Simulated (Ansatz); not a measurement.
Geometry optimisation, DFT PBE, scalar-relativistic, plane waves, PAW in Ansatz.

The input (input.yaml):

```yaml
crystal:
  lattice:
    - [5.6738, 0.0, 0.0]
    - [0.0, 5.6903, 0.0]
    - [0.0, 0.0, 16.97825]
  atoms:
    - { symbol: Ba, position: [0.0, 0.0, 0.0588989] }
    - { symbol: Ti, position: [0.5, 0.0124, 0.1762696] }
    - { symbol: O, position: [0.5, 0.9874, 0.0588989] }
    - { symbol: O, position: [0.2567, 0.24854, 0.1762696] }
    - { symbol: O, position: [0.7433, 0.24854, 0.1762696] }
    - { symbol: Ba, position: [0.5, 0.5, 0.0588989] }
    - { symbol: Ti, position: [0.0, 0.5124, 0.1762696] }
    - { symbol: O, position: [0.0, 0.4874, 0.0588989] }
    - { symbol: O, position: [0.7567, 0.74854, 0.1762696] }
    - { symbol: O, position: [0.2433, 0.74854, 0.1762696] }
    - { symbol: Ba, position: [0.0, 0.0, 0.2936404] }
    - { symbol: Ti, position: [0.5, 0.0124, 0.4110111] }
    - { symbol: O, position: [0.5, 0.9874, 0.2936404] }
    - { symbol: O, position: [0.2567, 0.24854, 0.4110111] }
    - { symbol: O, position: [0.7433, 0.24854, 0.4110111] }
    - { symbol: Ba, position: [0.5, 0.5, 0.2936404] }
    - { symbol: Ti, position: [0.0, 0.5124, 0.4110111] }
    - { symbol: O, position: [0.0, 0.4874, 0.2936404] }
    - { symbol: O, position: [0.7567, 0.74854, 0.4110111] }
    - { symbol: O, position: [0.2433, 0.74854, 0.4110111] }
    - { symbol: "N", position: [0.2428928, 0.7298231, 0.57475] }
    - { symbol: F, position: [0.0752492, 0.9030975, 0.5868538] }
    - { symbol: F, position: [0.1762225, 0.4984275, 0.5868538] }
    - { symbol: F, position: [0.4772067, 0.7879442, 0.5868538] }
basis:
  ecutwfc: 420.0
kpoints:
  mp_grid: { grid: [2, 2, 1] }
hamiltonian:
  xc: pbe
  pseudopotentials: { kind: paw, azcp: { folder: soft_1 } }
scf:
  occupations: { method: gaussian, width: 0.05 }
  lower_state_search: "off"
relax:
  f_tol: 0.03
  max_steps: 60
  adjacent_minimum: "off"
  constraints: [{ sites: [0, 2, 5, 7] }]
```

Launched with:

```bash
$ ansatz run input.yaml --threads 2 --pin off --max-ram 5120MiB --backend cpu --events-out ev --progress --plain --runs-dir out
```

**Question.** Where does it end, and by what steps?

**Answer.** It converged. The force dipped under the threshold on the way, but the program's further checks kept it going. Limits of this set-up: coarse k mesh, thin slab, slab without dipole correction, no dispersion correction for a molecule that may bind weakly. After 55 steps the energy has fallen by 3.739 eV; F24 moved furthest, 2.42 Å. The start is strongly strained (largest force component 8 eV/Å).

```
step  energy less start (eV)  largest force component (eV/Å)  accepted
   0                  0.0000                           8.418       yes
   2                 -3.0419                           2.769       yes
   4                 -3.5216                           0.555       yes
   6                 -3.6442                           0.080       yes
   8                 -3.6635                           0.077       yes
  10                 -3.6673                           0.176       yes
  12                 -3.6715                           0.066       yes
  14                 -3.6752                           0.088       yes
  16                 -3.6815                           0.220       yes
  18                 -3.6849                           0.134       yes
  20                 -3.6864                           0.048       yes
  22                 -3.6873                           0.035       yes
  24                 -3.6881                           0.055       yes
  26                 -3.6891                           0.130       yes
  28                 -3.6906                           0.077       yes
  30                 -3.6913                           0.029       yes
  32                 -3.6926                           0.105       yes
  34                 -3.6927                           0.054        no
  36                 -3.6929                           0.059        no
  38                 -3.6931                           0.035       yes
  40                 -3.6939                           0.127       yes
  42                 -3.6957                           0.065       yes
  44                 -3.7013                           0.134       yes
  46                 -3.7115                           0.110       yes
  48                 -3.7255                           0.164       yes
  50                 -3.7342                           0.211       yes
  52                 -3.7387                           0.046       yes
  54                 -3.7383                           0.074        no
  55                 -3.7390                           0.012       yes
```

```xyz
24
Lattice="5.6738 0.0000 0.0000 0.0000 5.6903 0.0000 0.0000 0.0000 16.9782" Properties=species:S:1:pos:R:3
Ba 0.000 0.000 1.000
Ti 2.837 0.062 2.870
O 2.837 5.619 1.000
O 1.426 1.312 2.911
O 4.248 1.312 2.912
Ba 2.837 2.845 1.000
Ti 0.000 2.908 2.875
O 0.000 2.773 1.000
O 4.262 4.157 2.912
O 1.411 4.158 2.911
Ba 0.001 -0.010 5.090
Ti 2.837 0.068 6.857
O 2.835 5.607 4.993
O 1.448 1.244 7.010
O 4.224 1.247 7.005
Ba 2.836 2.833 5.091
Ti -0.001 2.919 6.873
O 0.001 2.764 4.997
O 4.281 4.096 7.011
O 1.390 4.096 7.015
N 0.096 2.698 9.575
F -0.311 3.850 10.251
F -0.667 1.713 10.198
F 1.357 2.476 10.116
```

Run time: 6 min on 2 threads of Arm Neoverse V2, with other jobs on the host, peak memory 1.2 GiB.
